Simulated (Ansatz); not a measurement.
**GeTeH₄: small, medium and large basis sets**

An exercise on one series of results from a longer session: the logs are not shown, and one member is left open.

Method: one geometry, several basis sets; program: Ansatz 0.2.0, Gaussian basis.

The runs, in order: PBE0-D4/def2-SVP; ωB97M-V/def2-SVP; PBE0-D4/def2-QZVPP; ωB97M-V/def2-QZVPP; the functionals' def2-TZVPP values are taken from earlier runs.

## The relaxed structure

All runs share one geometry, relaxed beforehand with PBE0-D4 in a triple-zeta def2 set. Te takes the def2 core potential; no spin-orbit term is included.

SMILES `[GeH3][TeH]`, 6 atoms, charge 0, spin multiplicity 1.

Atoms are counted from 1 here; the program's logs count them from 0.

Bond lengths: Ge1–Te2 2.558 Å, Ge1–H3 1.535 Å, Ge1–H4 1.534 Å, Ge1–H5 1.535 Å, Te2–H6 1.658 Å. Angles: Te2–Ge1–H3 110.7°, Te2–Ge1–H4 105.3°, Te2–Ge1–H5 110.6°, H3–Ge1–H4 110.2°, H3–Ge1–H5 109.9°, H4–Ge1–H5 110.2°, Ge1–Te2–H6 91.6°.

Set-up of the first run:

File in.yaml:

```yaml
crystal:
  periodic: [false, false, false]
  atoms:
    - {symbol: Ge, position_ang: [-0.312612, -0.258572, -0.536976]}
    - {symbol: Te, position_ang: [-0.051217, 0.976225, 1.687396]}
    - {symbol: H, position_ang: [0.109000, -1.727836, -0.393815]}
    - {symbol: H, position_ang: [-1.806421, -0.167889, -0.875938]}
    - {symbol: H, position_ang: [0.521138, 0.420526, -1.632632]}
    - {symbol: H, position_ang: [1.582213, 0.693645, 1.705666]}
basis:
  gaussian: {orbitals: def2-SVP}
hamiltonian: {xc: pbe0, dispersion: d4}
output: {orbitals: {seedname: orbitals}}
```

Among the steps run: PBE0-D4 in def2-SVP; ωB97M-V in def2-SVP; PBE0-D4 in def2-QZVPP; ωB97M-V in def2-QZVPP.

One of the session's tables, all rows but one given; the rest of the session is left out.

It belongs to the step «Density functionals: the series». 

```
functional       basis  HOMO (eV)
   PBE0-D4    def2-SVP      -6.36
   PBE0-D4  def2-TZVPP      -6.46
   PBE0-D4  def2-QZVPP      -6.47
   ωB97M-V    def2-SVP      -8.41
   ωB97M-V  def2-TZVPP      -8.54
   ωB97M-V  def2-QZVPP          ?
```

Q: Estimate the row for ωB97M-V, def2-QZVPP from the others.

The run gave: HOMO (eV): -8.55. In the column «HOMO (eV)» it is the lowest.
